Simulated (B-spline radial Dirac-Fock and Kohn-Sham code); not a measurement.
# Internal conversion in Sb

Aim: how often a nuclear transition in Sb ejects an electron in place of a γ ray, by multipolarity.

Method: internal conversion coefficients: Dirac-Hartree-Slater potential of the neutral atom with a Latter tail, no hole, finite nucleus with surface currents; computed with B-spline radial Dirac-Fock and Kohn-Sham code, version 5.

## (1) What is computed

Neutral antimony, configuration [Kr] 4d10 5s2 5p3.

| Quantity | Value |
| --- | --- |
| nuclear charge | 51 |
| electrons | 51 |
| mass number | 121 |
| nuclear rms radius | 4.6802 fm |

Outer shells as boxes (Hund's rule, for the drawing alone; heavy ions are jj-coupled, and the calculation averages over the configuration):

```
[Kr] core
4d [↑↓][↑↓][↑↓][↑↓][↑↓]
5s [↑↓]
5p [↑ ][↑ ][↑ ]
```

## (2) 50.00 keV

task.json holds this item:

```json
{
  "Z": 51,
  "q": 0,
  "cfg": [[1, 0, 2], [2, 0, 2], [2, 1, 6], [3, 0, 2], [3, 1, 6], [3, 2, 10], [4, 0, 2], [4, 1, 6], [4, 2, 10], [5, 0, 2], [5, 1, 3]],
  "A": 121,
  "rrms": 4.6802,
  "tag": "ground",
  "do": "conversion",
  "edges": {"K": 30491.0, "L1": 4698.0, "L2": 4380.0, "L3": 4132.0, "M1": 940.0, "M2": 812.7, "M3": 766.4, "M4": 537.5, "M5": 528.2, "N1": 153.2, "N2": 95.6, "N3": 95.6, "N4": 33.3, "N5": 32.1, "O1": 7.0, "O2": 2.0, "O3": 2.0},
  "gamma": [20, 50, 79.2, 104.0, 208.0, 327.0, 569.0, 673.0, 1000, 2000]
}
```

Launch:

```bash
$ python xray2_run.py task.json out
```

This run: transition_energy = 50.

Results of the run (chosen fields of its result record, rounded):

```text
{
  "status": "converged",
  "shells": ["K", "L1", "L2", "L3", "M1", "M2", "M3", "M4", "M5", "N1", "N2", "N3", "N4", "N5", "O1", "O2", "O3"],
  "binding [eV]": [30491.0, 4698.0, 4380.0, 4132.0, 940.0, 812.7, 766.4, 537.5, 528.2, 153.2, 95.6, 95.6, 41.0776, 39.7258, 15.3781, 7.32051, 6.63728],
  "E1": [1.109, 0.102, 0.02171, 0.03268, 0.01963, 0.00426, 0.006482, 0.000205, 0.0002746, 0.004074, 0.0008133, 0.001228, 3.267e-05, 4.344e-05, 0.0004961, 3.197e-05, 4.538e-05],
  "E2": [8.572, 0.7275, 3.596, 4.887, 0.1421, 0.7482, 1.028, 0.007899, 0.009234, 0.0296, 0.1445, 0.1971, 0.001262, 0.001461, 0.003606, 0.005687, 0.007293],
  "E3": [47.71, 3.008, 219.2, 281.5, 0.6513, 47.53, 61.25, 1.192, 1.638, 0.1389, 9.254, 11.82, 0.1932, 0.264, 0.01699, 0.3647, 0.4378],
  "E4": [251.1, 40.41, 7674.0, 9580.0, 10.8, 1741.0, 2160.0, 183.3, 222.8, 2.393, 342.1, 419.9, 29.95, 36.17, 0.2947, 13.49, 15.56],
  "M1": [3.971, 0.4724, 0.03654, 0.009313, 0.09344, 0.007673, 0.001942, 6.671e-05, 4.914e-05, 0.0195, 0.001483, 0.0003715, 1.074e-05, 7.827e-06, 0.002377, 5.842e-05, 1.374e-05],
  "M2": [67.56, 12.77, 1.366, 3.432, 2.666, 0.2968, 0.7485, 0.007746, 0.001268, 0.5625, 0.05778, 0.1444, 0.001257, 0.0002028, 0.0687, 0.002277, 0.00535],
  "M3": [577.0, 240.1, 36.89, 333.6, 54.27, 8.362, 76.41, 0.8944, 0.6819, 11.63, 1.643, 14.89, 0.1462, 0.1106, 1.425, 0.06479, 0.5521],
  "M4": [4205.0, 4263.0, 872.0, 13870.0, 1049.0, 207.0, 3409.0, 55.64, 145.6, 228.8, 41.07, 673.1, 9.157, 23.79, 28.1, 1.621, 25.01]
}
```

## (3) 104.0 keV

This run: transition_energy = 104.0.

Results of the run (chosen fields of its result record, rounded):

```text
{
  "status": "converged",
  "shells": ["K", "L1", "L2", "L3", "M1", "M2", "M3", "M4", "M5", "N1", "N2", "N3", "N4", "N5", "O1", "O2", "O3"],
  "binding [eV]": [30491.0, 4698.0, 4380.0, 4132.0, 940.0, 812.7, 766.4, 537.5, 528.2, 153.2, 95.6, 95.6, 41.0776, 39.7258, 15.3781, 7.32051, 6.63728],
  "E1": [0.1464, 0.01466, 0.001736, 0.002457, 0.002838, 0.0003555, 0.0005078, 7.94e-06, 1.055e-05, 0.0005895, 6.838e-05, 9.696e-05, 1.28e-06, 1.688e-06, 7.179e-05, 2.691e-06, 3.586e-06],
  "E2": [1.03, 0.0948, 0.1079, 0.1264, 0.01825, 0.02272, 0.02689, 0.0001539, 0.0001675, 0.003787, 0.004395, 0.005164, 2.483e-05, 2.68e-05, 0.0004611, 0.0001731, 0.0001911],
  "E3": [5.905, 0.4809, 3.226, 3.41, 0.09267, 0.6938, 0.7379, 0.007609, 0.009445, 0.01925, 0.1348, 0.1422, 0.001236, 0.001525, 0.002344, 0.00531, 0.005264],
  "E4": [32.68, 2.411, 61.14, 61.51, 0.4845, 13.42, 13.5, 0.5123, 0.5451, 0.1017, 2.618, 2.61, 0.08361, 0.08841, 0.01241, 0.1032, 0.09664],
  "M1": [0.4807, 0.05721, 0.003938, 0.001005, 0.01132, 0.0008343, 0.0002122, 4.031e-06, 3.214e-06, 0.002361, 0.0001616, 4.069e-05, 6.526e-07, 5.157e-07, 0.0002878, 6.363e-06, 1.505e-06],
  "M2": [4.43, 0.6764, 0.07633, 0.09615, 0.1382, 0.01642, 0.02095, 0.0001904, 3.679e-05, 0.02904, 0.003191, 0.004042, 3.096e-05, 5.908e-06, 0.003543, 0.0001257, 0.0001497],
  "M3": [31.75, 6.643, 1.134, 3.962, 1.413, 0.2486, 0.8902, 0.009903, 0.004495, 0.2992, 0.04848, 0.1728, 0.001616, 0.0007289, 0.03656, 0.001911, 0.006404],
  "M4": [220.5, 64.09, 14.97, 85.87, 14.2, 3.346, 19.99, 0.3123, 0.3869, 3.034, 0.6553, 3.908, 0.05115, 0.06304, 0.3713, 0.02584, 0.145]
}
```

## (4) 327.0 keV

This run: transition_energy = 327.0.

Results of the run (chosen fields of its result record, rounded):

```text
{
  "status": "converged",
  "shells": ["K", "L1", "L2", "L3", "M1", "M2", "M3", "M4", "M5", "N1", "N2", "N3", "N4", "N5", "O1", "O2", "O3"],
  "binding [eV]": [30491.0, 4698.0, 4380.0, 4132.0, 940.0, 812.7, 766.4, 537.5, 528.2, 153.2, 95.6, 95.6, 41.0776, 39.7258, 15.3781, 7.32051, 6.63728],
  "E1": [0.006275, 0.000685, 3.589e-05, 4.794e-05, 0.0001339, 7.579e-06, 1.021e-05, 5.543e-08, 7.963e-08, 2.786e-05, 1.467e-06, 1.96e-06, 9.005e-09, 1.284e-08, 3.394e-06, 5.777e-08, 7.255e-08],
  "E2": [0.02361, 0.002538, 0.0006103, 0.0005117, 0.0004955, 0.0001301, 0.0001101, 4.108e-07, 4.032e-07, 0.0001031, 2.522e-05, 2.118e-05, 6.679e-08, 6.502e-08, 1.256e-05, 9.934e-07, 7.84e-07],
  "E3": [0.07843, 0.008396, 0.00649, 0.004184, 0.001641, 0.001394, 0.0009058, 4.246e-06, 3.962e-06, 0.0003417, 0.0002707, 0.0001745, 6.913e-07, 6.407e-07, 4.163e-05, 1.067e-05, 6.462e-06],
  "E4": [0.252, 0.02736, 0.04861, 0.02764, 0.005383, 0.01052, 0.006013, 8.087e-05, 5.778e-05, 0.001122, 0.002045, 0.00116, 1.32e-05, 9.367e-06, 0.0001368, 8.06e-05, 4.294e-05],
  "M1": [0.02178, 0.002565, 0.0001273, 3.39e-05, 0.0005067, 2.718e-05, 7.251e-06, 4.767e-08, 4.864e-08, 0.0001057, 5.27e-06, 1.394e-06, 7.754e-09, 7.849e-09, 1.288e-05, 2.076e-07, 5.159e-08],
  "M2": [0.08858, 0.01138, 0.0009766, 0.0004523, 0.002277, 0.0002095, 9.823e-05, 6.363e-07, 1.889e-07, 0.0004761, 4.068e-05, 1.894e-05, 1.036e-07, 3.048e-08, 5.805e-05, 1.603e-06, 7.013e-07],
  "M3": [0.3177, 0.045, 0.005948, 0.006034, 0.009124, 0.001284, 0.00133, 1.075e-05, 2.401e-06, 0.001913, 0.0002496, 0.0002572, 1.754e-06, 3.889e-07, 0.0002334, 9.837e-06, 9.527e-06],
  "M4": [1.124, 0.1759, 0.0325, 0.05249, 0.03618, 0.007061, 0.01172, 0.0001276, 5.635e-05, 0.00761, 0.001374, 0.002273, 2.086e-05, 9.156e-06, 0.0009289, 5.417e-05, 8.422e-05]
}
```

## (5) 673.0 keV

This run: transition_energy = 673.0.

Results of the run (chosen fields of its result record, rounded):

```text
{
  "status": "converged",
  "shells": ["K", "L1", "L2", "L3", "M1", "M2", "M3", "M4", "M5", "N1", "N2", "N3", "N4", "N5", "O1", "O2", "O3"],
  "binding [eV]": [30491.0, 4698.0, 4380.0, 4132.0, 940.0, 812.7, 766.4, 537.5, 528.2, 153.2, 95.6, 95.6, 41.0776, 39.7258, 15.3781, 7.32051, 6.63728],
  "E1": [0.001128, 0.0001259, 3.842e-06, 5.385e-06, 2.468e-05, 8.176e-07, 1.155e-06, 3.08e-09, 5.529e-09, 5.139e-06, 1.584e-07, 2.22e-07, 5.015e-10, 8.931e-10, 6.261e-07, 6.242e-09, 8.218e-09],
  "E2": [0.003016, 0.0003395, 3.309e-05, 2.322e-05, 6.664e-05, 7.074e-06, 5.005e-06, 1.371e-08, 1.467e-08, 1.388e-05, 1.372e-06, 9.634e-07, 2.234e-09, 2.37e-09, 1.691e-06, 5.406e-08, 3.567e-08],
  "E3": [0.0072, 0.0008253, 0.0002012, 9.168e-05, 0.0001625, 4.322e-05, 1.985e-05, 6.396e-08, 5.234e-08, 3.388e-05, 8.392e-06, 3.823e-06, 1.042e-08, 8.463e-09, 4.128e-06, 3.307e-07, 1.416e-07],
  "E4": [0.01659, 0.001953, 0.0009134, 0.0003371, 0.0003865, 0.000197, 7.324e-05, 5.405e-07, 2.839e-07, 8.066e-05, 3.828e-05, 1.412e-05, 8.818e-08, 4.598e-08, 9.831e-06, 1.508e-06, 5.228e-07],
  "M1": [0.003685, 0.0004298, 1.555e-05, 4.71e-06, 8.477e-05, 3.326e-06, 1.011e-06, 3.094e-09, 4.457e-09, 1.767e-05, 6.452e-07, 1.945e-07, 5.04e-10, 7.2e-10, 2.154e-06, 2.542e-08, 7.2e-09],
  "M2": [0.0104, 0.001266, 7.489e-05, 2.101e-05, 0.0002512, 1.607e-05, 4.549e-06, 2.021e-08, 9.932e-09, 5.244e-05, 3.118e-06, 8.763e-07, 3.294e-09, 1.605e-09, 6.393e-06, 1.229e-07, 3.245e-08],
  "M3": [0.02532, 0.003233, 0.000286, 0.0001423, 0.0006461, 6.157e-05, 3.114e-05, 1.821e-07, 3.718e-08, 0.0001351, 1.196e-05, 6.011e-06, 2.971e-08, 6.015e-09, 1.647e-05, 4.712e-07, 2.226e-07],
  "M4": [0.05967, 0.008009, 0.000981, 0.0007698, 0.001612, 0.0002119, 0.0001697, 1.286e-06, 3.196e-07, 0.0003376, 4.119e-05, 3.282e-05, 2.099e-07, 5.186e-08, 4.118e-05, 1.623e-06, 1.216e-06]
}
```

## (6) 2000 keV

This run: transition_energy = 2000.

Results of the run (chosen fields of its result record, rounded):

```text
{
  "status": "converged",
  "shells": ["K", "L1", "L2", "L3", "M1", "M2", "M3", "M4", "M5", "N1", "N2", "N3", "N4", "N5", "O1", "O2", "O3"],
  "binding [eV]": [30491.0, 4698.0, 4380.0, 4132.0, 940.0, 812.7, 766.4, 537.5, 528.2, 153.2, 95.6, 95.6, 41.0776, 39.7258, 15.3781, 7.32051, 6.63728],
  "E1": [0.0001545, 1.736e-05, 2.124e-07, 4.122e-07, 3.404e-06, 4.537e-08, 8.86e-08, 6.788e-11, 2.717e-10, 7.09e-07, 8.802e-09, 1.705e-08, 1.106e-11, 4.397e-11, 8.641e-08, 3.468e-10, 6.312e-10],
  "E2": [0.0002984, 3.394e-05, 8.392e-07, 6.639e-07, 6.669e-06, 1.796e-07, 1.43e-07, 1.567e-10, 3.556e-10, 1.39e-06, 3.486e-08, 2.752e-08, 2.555e-11, 5.754e-11, 1.694e-07, 1.374e-09, 1.019e-09],
  "E3": [0.0005132, 5.916e-05, 2.65e-06, 1.101e-06, 1.165e-05, 5.684e-07, 2.375e-07, 3.416e-10, 5.029e-10, 2.428e-06, 1.103e-07, 4.572e-08, 5.57e-11, 8.137e-11, 2.96e-07, 4.348e-09, 1.693e-09],
  "E4": [0.0008301, 9.712e-05, 6.842e-06, 1.936e-06, 1.916e-05, 1.47e-06, 4.186e-07, 9.643e-10, 7.857e-10, 3.997e-06, 2.855e-07, 8.064e-08, 1.573e-10, 1.271e-10, 4.872e-07, 1.125e-08, 2.987e-09],
  "M1": [0.0003326, 3.828e-05, 7.41e-07, 4.037e-07, 7.534e-06, 1.586e-07, 8.68e-08, 7.033e-11, 2.63e-10, 1.571e-06, 3.078e-08, 1.67e-08, 1.146e-11, 4.255e-11, 1.914e-07, 1.213e-09, 6.184e-10],
  "M2": [0.0006718, 7.853e-05, 2.24e-06, 5.921e-07, 1.549e-05, 4.801e-07, 1.275e-07, 1.768e-10, 3.279e-10, 3.231e-06, 9.32e-08, 2.455e-08, 2.882e-11, 5.304e-11, 3.939e-07, 3.673e-09, 9.09e-10],
  "M3": [0.001135, 0.0001348, 5.258e-06, 1.168e-06, 2.665e-05, 1.129e-06, 2.528e-07, 6.482e-10, 4.546e-10, 5.561e-06, 2.192e-07, 4.87e-08, 1.058e-10, 7.355e-11, 6.779e-07, 8.638e-09, 1.804e-09],
  "M4": [0.001801, 0.0002175, 1.106e-05, 2.96e-06, 4.312e-05, 2.378e-06, 6.445e-07, 2.413e-09, 7.733e-10, 9.002e-06, 4.619e-07, 1.243e-07, 3.939e-10, 1.252e-10, 1.097e-06, 1.821e-08, 4.605e-09]
}
```

## (7) What follows from the records

Total coefficients, summed over the shells:

```
energy (keV)        E1        M1        E2        M2        E3       M3  deepest shell
       50.00      1.30      4.62      20.1      89.7       686     1360              K
       104.0     0.170     0.558      1.44      5.50      14.9     46.6              K
       327.0   0.00723    0.0252    0.0282     0.105     0.102    0.389              K
       673.0   0.00130   0.00424   0.00351    0.0121   0.00859   0.0299              K
        2000  1.77e-04  3.82e-04  3.43e-04  7.73e-04  5.91e-04  0.00131              K
```

Subshell ratios at 327.0 keV, which tell multipoles apart:

```
multipole  L1/L2  L1/L3   K/L
       E1   19.1   14.3  8.16
       M1   20.1   75.7  7.99
       E2   4.16   4.96  6.45
       M2   11.7   25.2  6.91
       E3   1.29   2.01  4.11
       M3   7.57   7.46  5.58
```

## (8) Summary of results

| quantity | value |
| --- | --- |
| E1, M1, E2 at 327.0 keV | 0.00723, 0.0252, 0.0282 |
| share of decays by electrons for M1 there | 2.46 % |

**Reading.** At 327.0 keV γ emission outweighs conversion for every multipole up to E3 and M3. From 50.00 to 2000 keV the M1 coefficient goes as energy to the power -2.5. L1/L3 is 75.7 for M1 and 4.96 for E2, so the L lines reveal the mixture. Pair formation and nuclear penetration beyond the surface-current model are left out.
